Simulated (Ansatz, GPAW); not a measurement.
TiO₂: GLLB-SC, run from Python

These are simulated results from GPAW 26.7.0, not measurements. The cell began as a measured structure and was relaxed with r2SCAN in plane waves (Ansatz 0.2.0). All runs are without spin polarisation.

It is tetragonal, I4_1/amd (No. 141); a = 3.778 Å, c = 9.583 Å in the conventional setting, 11.40 Å³ an atom. Around Ti lie 6 O at 1.93–1.99 Å and 4 Ti at 3.05 Å; around O lie 3 Ti at 1.93–1.99 Å.

GLLB-SC is a model potential. Its fundamental gap is the Kohn-Sham gap plus a derivative discontinuity, which the script evaluates at the band edges among the listed k points. Its total energy isn't variational and serves nothing here.

The script, run.py:

```python
import json
from ase import Atoms
from gpaw import GPAW, PW, FermiDirac

atoms = Atoms(['Ti', 'Ti', 'O', 'O', 'O', 'O'],
              cell=[[-1.88889925, 1.88889925, 4.7917228], [1.88889925, -1.88889925, 4.7917228], [1.88889925, 1.88889925, -4.7917228]],
              scaled_positions=[[0.0, 0.0, 0.0], [0.75, 0.25, 0.5], [0.207285257, 0.207285257, 0.0], [0.957285257, 0.457285257, 0.5], [0.542714743, 0.042714743, 0.5], [0.792714743, 0.792714743, 0.0]],
              pbc=True)
calc = GPAW(mode=PW(400), xc='GLLBSC', kpts={'size': (6, 6, 6), 'gamma': True},
            occupations=FermiDirac(0.02), maxiter=100, legacy_gpaw=True, txt='gpaw.txt')
atoms.calc = calc
res = {'energy': atoms.get_potential_energy(force_consistent=True)}
res['electrons'] = calc.get_number_of_electrons()
res['k'] = calc.get_ibz_k_points().tolist()
res['levels'] = [calc.get_eigenvalues(kpt=i).tolist() for i in range(len(res['k']))]
points = [[0.0, 0.0, 0.0], [0.0, 0.0, 0.5], [0.25, 0.25, 0.25], [0.0, 0.5, 0.0], [0.5, 0.5, -0.5], [0.288848, 0.711152, -0.288848], [-0.288848, 0.288848, 0.288848], [-0.077697, 0.077697, 0.5], [0.5, 0.5, -0.077697], [0.0, 0.0, 0.4375], [0.3, 0.3, -0.3]]
bands = calc.fixed_density(kpts=points, symmetry='off', nbands=round(res['electrons']) // 2 + 6, convergence={'bands': -2}, txt='bands.txt')
res['points'] = [bands.get_eigenvalues(kpt=i).tolist() for i in range(len(points))]
homo, lumo = bands.get_homo_lumo()
potential = calc.hamiltonian.xc.response.calculate_discontinuity_potential(homo, lumo)
res['discontinuity'] = bands.hamiltonian.xc.response.calculate_discontinuity(potential)
json.dump(res, open('results.json', 'w'))
print('free energy (eV):', round(res['energy'], 5))
```

Command: `python run.py`. It took 110 s on 1 thread of Arm Neoverse V1, on a shared host, peak memory 0.25 GiB.

The log gpaw.txt, trimmed of paths, versions and times, then the last line on the terminal. An iter line gives the energy in eV and the logarithms of the changes of orbitals (plane waves alone) and density (c: converged):

```
___ ___ ___ _ _ _
 |   |   |_  | | | |

 | | | | | . | | | |

 |__ |  _|___|_____|  26.7.0
 |___|_|

Input parameters:
  kpts: {gamma: True,
         size: (6, 6, 6)}
  maxiter: 100
  mode: {ecut: 400.0,
         name: pw}
  occupations: {fixmagmom: False,
                name: fermi-dirac,
                width: 0.02}
  xc: GLLBSC

System changes: positions, numbers, cell, pbc, initial_charges, initial_magmoms

Initialize ...

species:
  Ti:
    name:    Titanium
    Z:       22.0
    valence: 12
    core:    10
    charge:  0.0  # [|e|]
    compensation charges:
      type: gauss
      rc: 0.38  # [Å]
      lmax: 2
    cutoffs:
      filter: 2.23  # [Å]
      core: 1.02  # [Å]
    projectors
    | kind |    occ | energy [eV] | rcut [Å] |

    |------|--------|-------------|----------|

    |   3s |  2.000 |     -63.580 |    1.270 |

    |   4s |  2.000 |      -5.548 |    1.270 |

    |   3p |  6.000 |     -39.642 |    1.058 |

    |   4p |  0.000 |      -2.267 |    1.058 |

    |   3d |  2.000 |      -4.692 |    1.058 |

    |    d |        |      22.520 |    1.058 |

    Using partial waves for Ti as LCAO basis

  O:
    name:    Oxygen
    Z:       8.0
    valence: 6
    core:    2
    charge:  0.0  # [|e|]
    compensation charges:
      type: gauss
      rc: 0.21  # [Å]
      lmax: 2
    cutoffs:
      filter: 1.17  # [Å]
      core: 0.83  # [Å]
    projectors
    | kind |    occ | energy [eV] | rcut [Å] |

    |------|--------|-------------|----------|

    |   2s |  2.000 |     -28.986 |    0.688 |

    |   2p |  4.000 |     -13.358 |    0.598 |

    |    s |        |      -1.774 |    0.688 |

    |    p |        |      13.853 |    0.598 |

    |    d |        |       0.000 |    0.619 |

    Using partial waves for O as LCAO basis

Reference energy: -54529.383870  # eV

Spin-paired calculation

Convergence criteria:
 Maximum [total energy] change in last 3 cyles: 0.0005 eV / valence electron
 Maximum integral of absolute [dens]ity change: 0.0001 electrons / valence electron
 Maximum integral of absolute [eigenst]ate change: 4e-08 eV^2 / valence electron
 Maximum number of scf [iter]ations: 100
 (Square brackets indicate name in SCF output, whereas a 'c' in
 the SCF output indicates the quantity has converged.)

Symmetries present (total): 8

  ( 1  1  1)  ( 1  0  0)  ( 0  1  0)  ( 0  0  1)  ( 0  0 -1)  ( 0 -1  0)
  ( 0  0 -1)  ( 0  1  0)  ( 1  0  0)  (-1 -1 -1)  ( 1  1  1)  (-1  0  0)
  ( 0 -1  0)  ( 0  0  1)  (-1 -1 -1)  ( 0  1  0)  (-1  0  0)  ( 0  0 -1)

  (-1  0  0)  (-1 -1 -1)
  ( 0 -1  0)  ( 0  0  1)
  ( 1  1  1)  ( 1  0  0)

216 k-points: 6 x 6 x 6 Monkhorst-Pack grid + [1/12,1/12,1/12]
30 k-points in the irreducible part of the Brillouin zone
       k-points in crystal coordinates                weights
   0:     0.00000000    0.00000000    0.00000000          1/216
   1:     0.16666667   -0.16666667    0.00000000          4/216
   2:     0.16666667   -0.16666667    0.16666667          4/216
   3:     0.16666667    0.00000000    0.00000000          8/216
   4:     0.16666667    0.16666667   -0.16666667          2/216
   5:     0.33333333   -0.33333333    0.00000000          4/216
   6:     0.33333333   -0.33333333    0.16666667          8/216
   7:     0.33333333   -0.33333333    0.33333333          4/216
   8:     0.33333333   -0.16666667    0.00000000         16/216
   9:     0.33333333   -0.16666667    0.16666667          8/216
          ...
  29:     0.50000000    0.50000000    0.50000000          1/216

Wave functions: Plane wave expansion
  Cutoff energy: 400.000 eV
  Number of coefficients (min, max): 1227, 1268
  Pulay-stress correction: 0.000000 eV/Ang^3 (de/decut=0.000000)
  Using FFTW library
  ScaLapack parameters: grid=1x1, blocksize=None
  Wavefunction extrapolation:
    Improved wavefunction reuse through dual PAW basis

Occupation numbers: Fermi-Dirac:
  width: 0.0200  # eV

Eigensolver
   Davidson(niter=2)

Densities:
  Coarse grid: 27*27*27 grid
  Fine grid: 54*54*54 grid
  Total Charge: 0.000000

Density mixing:
  Method: separate
  Backend: msr1
  Linear mixing parameter: 0.05
  old densities: 10
  Width of damping distribution: 1.1
  Damping of long wavelength oscillations: 20

Hamiltonian:
  XC and Coulomb potentials evaluated on a 54*54*54 grid
  Using the GLLBSC Exchange-Correlation functional
  External potential:
    NoExternalPotential

XC parameters: GLLBSC functional being used consists of
  -----------------------------------------------------------------------
  | Weight | Module     | Description                                   |

  -----------------------------------------------------------------------
  |  1.000 | SCREENING  | GGA_X_PBE_SOL with 2 nearest neighbor stencil |

  |  1.000 | RESPONSE   | eps=0.0500 eV                                 |

  |  1.000 | XC         | GGA_C_PBE_SOL with 2 nearest neighbor stencil |

  -----------------------------------------------------------------------

Memory estimate:
  Process memory now: 116.05 MiB
  Calculator: 39.56 MiB
    Density: 8.56 MiB
      Arrays: 3.90 MiB
      Localized functions: 1.65 MiB
      Mixer: 3.00 MiB
    Hamiltonian: 2.59 MiB
      Arrays: 2.55 MiB
      XC: 0.00 MiB
      Poisson: 0.00 MiB
      vbar: 0.04 MiB
    Wavefunctions: 28.40 MiB
      Arrays psit_nG: 19.15 MiB
      Eigensolver: 0.90 MiB
      Projections: 1.33 MiB
      Projectors: 5.69 MiB
      PW-descriptor: 1.33 MiB

Total number of cores used: 1

Number of atoms: 6
Number of atomic orbitals: 42
Number of bands in calculation: 33
Number of valence electrons: 48
Bands to converge: occupied

... initialized

Initializing position-dependent things.

Density initialized from atomic densities
Creating initial wave functions:
  33 bands from LCAO basis set
Positions:
   0 Ti     0.000000    0.000000    0.000000    ( 0.0000,  0.0000,  0.0000)
   1 Ti    -0.000000    1.888899    2.395861    ( 0.0000,  0.0000,  0.0000)
   2 O      0.000000   -0.000000    1.986507    ( 0.0000,  0.0000,  0.0000)
   3 O      0.000000    1.888899    4.382368    ( 0.0000,  0.0000,  0.0000)
   4 O      0.000000    1.888899    0.409354    ( 0.0000,  0.0000,  0.0000)
   5 O      0.000000   -0.000000    7.596939    ( 0.0000,  0.0000,  0.0000)

Unit cell:
           periodic     x           y           z      points  spacing
  1. axis:    yes   -1.888899    1.888899    4.791723    27     0.1302
  2. axis:    yes    1.888899   -1.888899    4.791723    27     0.1302
  3. axis:    yes    1.888899    1.888899   -4.791723    27     0.0989

  Lengths:   5.486027   5.486027   5.486027
  Angles:  139.720517 139.720517  58.277901

Effective grid spacing dv^(1/3) = 0.1515

iter:   1   -68.731033
iter:   2   -64.724439   -1.04  -0.86
iter:   3   -46.523103   +0.52  -0.88
iter:   4   -46.714313   -0.77  -1.04
iter:   5   -49.871482   -0.52  -1.34
iter:   6   -46.441218   -1.33  -1.21
iter:   7   -44.988059   -0.96  -1.62
iter:   8   -45.192850   -2.05  -2.40
iter:   9   -45.363865   -3.34  -2.40
iter:  10   -45.318697   -4.75  -3.31
iter:  11   -45.324449   -4.94  -3.37
iter:  12   -45.334118c  -4.85  -3.81
iter:  13   -45.328058c  -6.35  -3.76
iter:  14   -45.323032c  -5.85  -4.05c
iter:  15   -45.324351c  -6.89  -4.50c
iter:  16   -45.325369c  -7.32  -4.74c
iter:  17   -45.325099c  -8.21c -5.08c

Converged after 17 iterations.

Energy contributions relative to reference atoms: (reference = -54529.383870)

Kinetic:        +17.691163
Potential:      -19.752029
External:        +0.000000
XC:             -43.527329
Entropy (-ST):   +0.000000
Local:           +0.263096
SIC:             +0.000000
--------------------------
Free energy:    -45.325099
Extrapolated:   -45.325099

GLLBSC response reference energy: 1.36301 eV (from HOMO)

Showing only first 2 kpts
 Kpt  Band  Eigenvalues  Occupancy
  0    22      0.96995    2.00000
  0    23      0.97012    2.00000
  0    24      4.82414    0.00000
  0    25      5.57003    0.00000

  1    22      0.90110    2.00000
  1    23      1.22978    2.00000
  1    24      5.62363    0.00000
  1    25      5.67080    0.00000

Fermi level: 3.71463

Gap: 3.461 eV
Transition (v -> c):
  (s=0, k=26, n=23, [0.50, 0.50, 0.00]) -> (s=0, k=0, n=24, [0.00, 0.00, 0.00])
Direct/indirect transitions are different
Direct gap: 3.706 eV
Transition at: (s=0, k=14, n=23, [0.33, 0.33, -0.33])

free energy (eV): -45.3251
```

The gap in the log is over the mesh alone; results.json adds the listed points. GLLB-SC gives a gap of 4.33 eV (3.437 eV Kohn-Sham over the listed points plus 0.892 eV discontinuity). On the same cell, plane-wave PBE (Ansatz, 10×10×10 k points and the special points) gives a gap of 2.15 eV and r2SCAN a gap of 2.53 eV; on shared hosts these took about 16 and 46 core-seconds on the 6-atom cell, against 110 for the script. Semilocal gaps usually lie below measured ones.
